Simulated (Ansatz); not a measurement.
# GeSiH6O (SMILES O[SiH2][GeH3]) at rPW86-PBE-D4/STO-6G (sfX2C, accuracy low)

What is the energy difference between two shapes of GeSiH6O at rPW86-PBE-D4/STO-6G (sfX2C, accuracy low)? 

The calculation is run with Ansatz 0.2.0.

4 further runs of the same task are left out: 4 set aside as unsound or not needed.

## (1) The molecule

GeSiH6O: 9 atoms, total charge 0, spin state singlet. As SMILES, `O[SiH2][GeH3]`. The coordinates come from a PBE0-D4/def2-TZVP relaxation. This is one conformer, not always the lowest.

Bond lengths: O1–Si2 1.653 Å, Si2–Ge3 2.375 Å, O1–H4 0.958 Å, Si2–H5 1.492 Å, Si2–H6 1.492 Å, Ge3–H7 1.539 Å, Ge3–H8 1.537 Å, Ge3–H9 1.537 Å. Some angles: O1–Si2–Ge3 106.7°, O1–Si2–H5 111.2°, O1–Si2–H6 111.2°, Ge3–Si2–H5 110.4°, Ge3–Si2–H6 110.4°, Si2–O1–H4 117.7°, Si2–Ge3–H7 109.5°, Si2–Ge3–H8 111.1°, Si2–Ge3–H9 111.1°, H5–Si2–H6 106.9°.

## (2) The energy at rPW86-PBE-D4/STO-6G (sfX2C, accuracy low)

Input file in.yaml:

```yaml
basis:
  gaussian:
    orbitals: STO-6G.json
crystal:
  periodic: [false, false, false]
  atoms:
    - {symbol: O, position_ang: [-1.699200, 0.432900, -0.836200]}
    - {symbol: Si, position_ang: [-0.084600, 0.700000, -0.606000]}
    - {symbol: Ge, position_ang: [0.663700, -0.937100, 0.942900]}
    - {symbol: H, position_ang: [-2.164800, 1.014000, -1.439600]}
    - {symbol: H, position_ang: [0.670200, 0.586900, -1.887600]}
    - {symbol: H, position_ang: [0.166000, 2.071300, -0.074900]}
    - {symbol: H, position_ang: [2.168200, -0.746500, 1.206100]}
    - {symbol: H, position_ang: [0.447600, -2.356900, 0.395000]}
    - {symbol: H, position_ang: [-0.078600, -0.810800, 2.283000]}
hamiltonian:
  xc: {name: rPW86-PBE}
  dispersion: d4
  pseudopotentials: {relativity: scalar}
accuracy: low
```

The basis set STO-6G is read from a file made from the Basis Set Exchange's data (not shown).

Run with:

```sh
$ ansatz run in.yaml --threads 1 --pin off --max-ram 2610MiB --events-out events.jsonl --progress --plain --runs-dir runs
```

Standard output:

```text
Warning: RAYON_NUM_THREADS=1 ignored (pool sized by the plan → 1); use --threads N
Functional definition: rPW86-PBE
  name "rPW86-PBE"
  exchange = rpw86_x
  correlation = pbe_c
447 factors; integrals over basis functions are off by at most 4.5e-5 eV
mean field evaluation 1: about -66731.8679 eV, gradient 9.2e1 eV
mean field evaluation 2: about -66733.8011 eV, gradient 6.8e1 eV
mean field evaluation 4: about -66749.7771 eV, gradient 1.1e1 eV
mean field evaluation 8: about -66750.0702 eV, gradient 4.3e-2 eV
mean field -66750.07023139 eV, -2453.0198361810 hartree, gradient 4.0e-5 eV, S^2 0.000000; 0 other end points of the search recorded, 0 dependent functions left out
reference -66750.07033834 eV, -2453.0198401112 hartree; 30, 30 occupied and 8, 8 virtual orbitals, 447 factors
Total energy: -66750.25411487 eV, -2453.0265937744 hartree
Relativity: scalar
```

It took 1.6 s on 1 thread of AMD EPYC 9R45 (Zen 5), shared host; peak memory 0.42 GiB.

## (3) The distorted shape at the same level

Input file in.yaml:

```yaml
basis:
  gaussian:
    orbitals: STO-6G.json
crystal:
  periodic: [false, false, false]
  atoms:
    - {symbol: O, position_ang: [-1.693956, 0.437404, -0.828390]}
    - {symbol: Si, position_ang: [-0.091125, 0.706839, -0.589478]}
    - {symbol: Ge, position_ang: [0.664974, -0.910434, 0.935199]}
    - {symbol: H, position_ang: [-2.187730, 1.024654, -1.448567]}
    - {symbol: H, position_ang: [0.652261, 0.579150, -1.868193]}
    - {symbol: H, position_ang: [0.176207, 2.040851, -0.065187]}
    - {symbol: H, position_ang: [2.173556, -0.737921, 1.224992]}
    - {symbol: H, position_ang: [0.458596, -2.344732, 0.402460]}
    - {symbol: H, position_ang: [-0.087215, -0.846622, 2.312476]}
hamiltonian:
  xc: {name: rPW86-PBE}
  dispersion: d4
  pseudopotentials: {relativity: scalar}
accuracy: low
```

The basis set STO-6G is read from a file made from the Basis Set Exchange's data (not shown).

Run with:

```sh
$ ansatz run in.yaml --threads 1 --pin off --max-ram 2610MiB --events-out events.jsonl --progress --plain --runs-dir runs
```

Standard output:

```text
Warning: RAYON_NUM_THREADS=1 ignored (pool sized by the plan → 1); use --threads N
Functional definition: rPW86-PBE
  name "rPW86-PBE"
  exchange = rpw86_x
  correlation = pbe_c
447 factors; integrals over basis functions are off by at most 5.0e-5 eV
mean field evaluation 1: about -66730.8037 eV, gradient 9.5e1 eV
mean field evaluation 2: about -66733.0430 eV, gradient 6.9e1 eV
mean field evaluation 4: about -66749.7139 eV, gradient 1.1e1 eV
mean field evaluation 8: about -66750.0363 eV, gradient 2.4e-1 eV
mean field evaluation 16: about -66750.0366 eV, gradient 9.6e-6 eV
mean field -66750.03660712 eV, -2453.0186005117 hartree, gradient 9.6e-6 eV, S^2 0.000000; 0 other end points of the search recorded, 0 dependent functions left out
reference -66750.03671411 eV, -2453.0186044437 hartree; 30, 30 occupied and 8, 8 virtual orbitals, 447 factors
Total energy: -66750.22085307 eV, -2453.0253714256 hartree
Relativity: scalar
```

Wall time 1.6 s (1 thread of AMD EPYC 9R45 (Zen 5), shared host); peak memory 0.42 GiB.

## (4) Outcome

Level: rPW86-PBE-D4/STO-6G (sfX2C, accuracy low).

| quantity | value |
| --- | --- |
| first shape: total energy | -2453.02659 Eh |
| first shape: dispersion energy | -17.73 kJ/mol |
| distorted shape: total energy | -2453.02537 Eh |
| distorted shape: dispersion energy | -17.77 kJ/mol |
| energy change with the atoms displaced | 0.033 eV |

In words: With the atoms displaced the energy rises by 0.03 eV (3.2 kJ/mol). The first shape isn't relaxed at this level, so the change isn't measured from a minimum. The minimal basis adds a large error of its own. The accuracy setting (first shape) is loose, so the last digits carry no meaning. The basis (first shape) was contracted for non-relativistic atoms, which limits what the relativistic Hamiltonian can do in the core. The accuracy setting (distorted shape) is loose, so the last digits carry no meaning. The basis (distorted shape) was contracted for non-relativistic atoms, which limits what the relativistic Hamiltonian can do in the core.
